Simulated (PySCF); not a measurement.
**C₄H₈Ge: geometry, NMR shifts, spin-spin couplings, electronic excitations and core binding energies**

What NMR shifts, spin-spin couplings, electronic excitations and core binding energies should C₄H₈Ge (`C1=C[CH2][GeH2][CH2]1`) show?

Programs: PySCF 2.14.0, with density-fitted response routines of our own. Each step states its level of theory. These are calculated values for one molecule in the gas phase, unless marked as measured. Atoms count from 0, in the outputs and in this text.

### 1 Starting geometry

13 atoms, charge 0, multiplicity 1; geometry from: GFN2-xTB.

Bonds of the start (Å): C0–C1 1.32, C1–C2 1.50, C2–Ge3 1.98, Ge3–C4 1.98, C4–C0 1.50, C0–H5 1.08, C1–H6 1.08, C2–H7 1.09, C2–H8 1.09, Ge3–H9 1.51, Ge3–H10 1.51, C4–H11 1.09, C4–H12 1.09.

### 2 Optimising the geometry at PBE0-D3(BJ)/def2-SVP

Job settings and geometry (Å):

```
{"job": {"xc": "PBE0", "basis": "def2-SVP", "d3": "d3bj", "grid": 1, "kind": "geom"}, "charge": 0, "multiplicity": 1}
C     -0.785030    -1.106150     0.304640
C      0.529750    -1.236330     0.351340
C      1.426170    -0.078050     0.024810
Ge     0.149820     1.386810    -0.371310
C     -1.412860     0.200630    -0.083430
H     -1.445440    -1.930540     0.536930
H      0.998960    -2.172070     0.623370
H      2.088250     0.134490     0.865960
H      2.065260    -0.325120    -0.824920
H      0.222860     2.557550     0.572140
H      0.260920     1.953390    -1.761820
H     -2.024400     0.068100    -0.977940
H     -2.083040     0.548260     0.704760
```

On the command line:

```console
$ OMP_NUM_THREADS=1 python probes_run.py task.json out
```

This one command runs all jobs of the session in turn.

**Question.** This job is followed by: GIAO PBE0/pcSseg-1 NMR shielding, non-relativistic, gas phase; B3LYP/pcJ-1 Ge:pcSseg-1 indirect spin-spin coupling, non-relativistic, gas phase; TDDFT CAM-B3LYP/def2-SVPD, vertical, gas phase, core orbitals frozen in the response; GIAO wB97X-D/pcSseg-2 NMR shielding, non-relativistic, gas phase; delta-SCF UKS SCAN, pcX-2 on the ionised atom, pcseg-1 elsewhere, spin-free X2C. Predict these results of the whole session: point group; rotational constants (main isotopes); 13C shifts against TMS (PBE0/pcSseg-1, means over atoms taken as alike); 1H shifts against TMS (PBE0/pcSseg-1, means over atoms taken as alike); 73Ge shifts against GeMe4 (PBE0/pcSseg-1); largest coupling of the table (B3LYP/pcSseg-1+pcJ-1); lowest singlet (CAM-B3LYP/def2-SVPD); brightest single state of those computed; lowest triplet; vertical ionisation energy (ΔSCF); C1s binding energies, SCAN/pcX-2; range of the shift of C0.

**Answer**, as computed:

```
                                                               quantity                        value
                                                            point group                          C2v
                                   rotational constants (main isotopes)         5.78, 3.07, 2.11 GHz
13C shifts against TMS (PBE0/pcSseg-1, means over atoms taken as alike)              140.6, 16.2 ppm
 1H shifts against TMS (PBE0/pcSseg-1, means over atoms taken as alike)         6.09, 4.29, 1.72 ppm
                              73Ge shifts against GeMe4 (PBE0/pcSseg-1)                     -124 ppm
                   largest coupling of the table (B3LYP/pcSseg-1+pcJ-1)      1J(C,H) C0–H5, 166.6 Hz
                                   lowest singlet (CAM-B3LYP/def2-SVPD)  6.61 eV (188 nm), f = 0.008
                               brightest single state of those computed  state 2, 7.03 eV, f = 0.159
                                                         lowest triplet                      4.29 eV
                                      vertical ionisation energy (ΔSCF)                      9.18 eV
                                       C1s binding energies, SCAN/pcX-2      C2 290.16, C0 290.13 eV
                                               range of the shift of C0           140.6 to 145.8 ppm
```

In words: Relaxing lowered the energy by 0.072 eV in 5 steps; the close pair that moved most is Ge3–H9, from 1.505 to 1.541 Å. No frequency check was run at this level, so the end point may be a saddle. The most deshielded hydrogen is H5, H6 (mean) (hydrogen on an alkene CH), at 6.09 ppm: attached to an sp2 carbon and in the plane of the double bond. At PBE0/pcSseg-1: The widest tensor belongs to Ge3: span 228 ppm, with a paramagnetic part of -1300 ppm. Couplings across rotatable bonds belong to this one conformer; where others are populated, the observed values are averages. The first singlet state (HOMO→LUMO 0.83, HOMO→LUMO+3 0.13) lies at 6.61 eV and is weak; of the 10 states computed, the strongest absorption comes from state 2 at 7.03 eV. The lowest triplet lies 2.32 eV below the lowest singlet (triplets in Tamm-Dancoff, singlets in full TDDFT). ΔSCF puts the ionisation energy at 9.18 eV, 0.80 eV above −ε(HOMO). The C1s levels computed lie within 0.02 eV of one another, too close to rank. Across the 2 runs the shift of C0 (with its like atoms) moves most, between 140.6 (PBE0/pcSseg-1) and 145.8 ppm (wB97X-D/pcSseg-2). Spin-orbit coupling is left out, which matters for shieldings and couplings at and beside the heavy atoms.
